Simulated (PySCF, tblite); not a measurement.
**C4H11GeNO: geometry, infrared bands and NMR shifts**

Wanted: the infrared bands and NMR shifts of C4H11GeNO (`C=[C](C)[Ge@H]([NH2])[O]C`), by calculation.

The runs use tblite 0.8.0 and PySCF 2.14.0, with density-fitted response routines of our own; the level of theory stands in each step. All values are computed, except where a source is named. Atoms count from 0, in the outputs and in this text.

## (1) Starting geometry

18 atoms, charge 0, multiplicity 1; geometry from: force field or distance geometry start.

Bonds of the start (Å): C0–C1 1.32, C1–C2 1.50, C1–Ge3 1.93, Ge3–N4 1.86, Ge3–O5 1.79, O5–C6 1.40, C0–H7 1.08, C0–H8 1.08, C2–H9 1.11, C2–H10 1.12, C2–H11 1.10, Ge3–H12 1.57, N4–H13 1.05, N4–H14 1.04, C6–H15 1.10, C6–H16 1.11, C6–H17 1.12.

## (2) Relaxing the molecule with GFN2-xTB

The job: settings as JSON, then the geometry in Å.

```
{"job": {"kind": "relax", "xc": "GFN2-xTB", "basis": "xTB"}, "charge": 0, "multiplicity": 1}
C     -1.092300     0.710600    -1.505900
C     -0.934500    -0.007600    -0.405400
C     -1.781400    -1.214800    -0.127100
Ge     0.443200     0.489900     0.857300
N      0.104000     2.199100     1.511700
O      2.045700     0.454900     0.050000
C      2.392700    -0.883700    -0.179200
H     -1.860000     0.454400    -2.224600
H     -0.471200     1.575600    -1.701100
H     -1.670300    -1.953400    -0.943700
H     -2.859200    -0.906200    -0.073800
H     -1.511500    -1.695800     0.830300
H      0.434700    -0.504800     2.070700
H      0.100600     2.833700     0.671500
H     -0.869900     2.201000     1.888900
H      3.377700    -0.917700    -0.665400
H      1.659200    -1.376800    -0.847700
H      2.483600    -1.451900     0.781800
```

Launch:

```console
OMP_NUM_THREADS=1 python probes_run.py task.json out
```

The driver reads the jobs from task.json and runs them one after another.

**Question.** This job is followed by: GFN2-xTB harmonic vibrations, gas phase; GIAO PBE0/pcSseg-1 NMR shielding, non-relativistic, gas phase. Predict these results of the whole session: strongest single infrared mode (GFN2-xTB); zero-point energy (GFN2-xTB); 13C shifts against TMS (PBE0/pcSseg-1); 1H shifts against TMS (PBE0/pcSseg-1, means over atoms taken as alike); 73Ge shifts against GeMe4 (PBE0/pcSseg-1); 15N shifts against NH3 (PBE0/pcSseg-1); 17O shifts against H2O (PBE0/pcSseg-1); surface potential, 1st and 99th percentile.

**Answer**, as computed:

| quantity | value |
| --- | --- |
| strongest single infrared mode (GFN2-xTB) | 1804 cm⁻¹, 494 km/mol |
| zero-point energy (GFN2-xTB) | 87.7 kcal/mol |
| 13C shifts against TMS (PBE0/pcSseg-1) | 156.8, 131.8, 55.0, 28.3 ppm |
| 1H shifts against TMS (PBE0/pcSseg-1, means over atoms taken as alike) | 6.22, 5.66, 5.47, 3.78, 2.12, 0.06 ppm |
| 73Ge shifts against GeMe4 (PBE0/pcSseg-1) | 29 ppm |
| 15N shifts against NH3 (PBE0/pcSseg-1) | 10.1 ppm |
| 17O shifts against H2O (PBE0/pcSseg-1) | 17.1 ppm |
| surface potential, 1st and 99th percentile | -1.55 V and 1.25 V |

**Reading.** Relaxing lowered the energy by 0.443 eV in 161 steps; the close pair that moved most is C1–Ge3, from 1.934 to 1.998 Å. No mode is imaginary among the 48: a minimum at this level. The strongest single mode, at 1804 cm⁻¹, moves mainly H12. Unscaled tight-binding wavenumbers are off by several per cent, some by more. Its intensities can rank the bands wrongly. The most deshielded carbon is C1 (fully substituted alkene carbon), at 156.8 ppm: as expected for a trigonal carbon in a double bond. At PBE0/pcSseg-1: The widest tensor belongs to C1: span 238 ppm, with a paramagnetic part of -238 ppm. Spin-orbit coupling is left out, which matters for shieldings and couplings at and beside the heavy atoms.
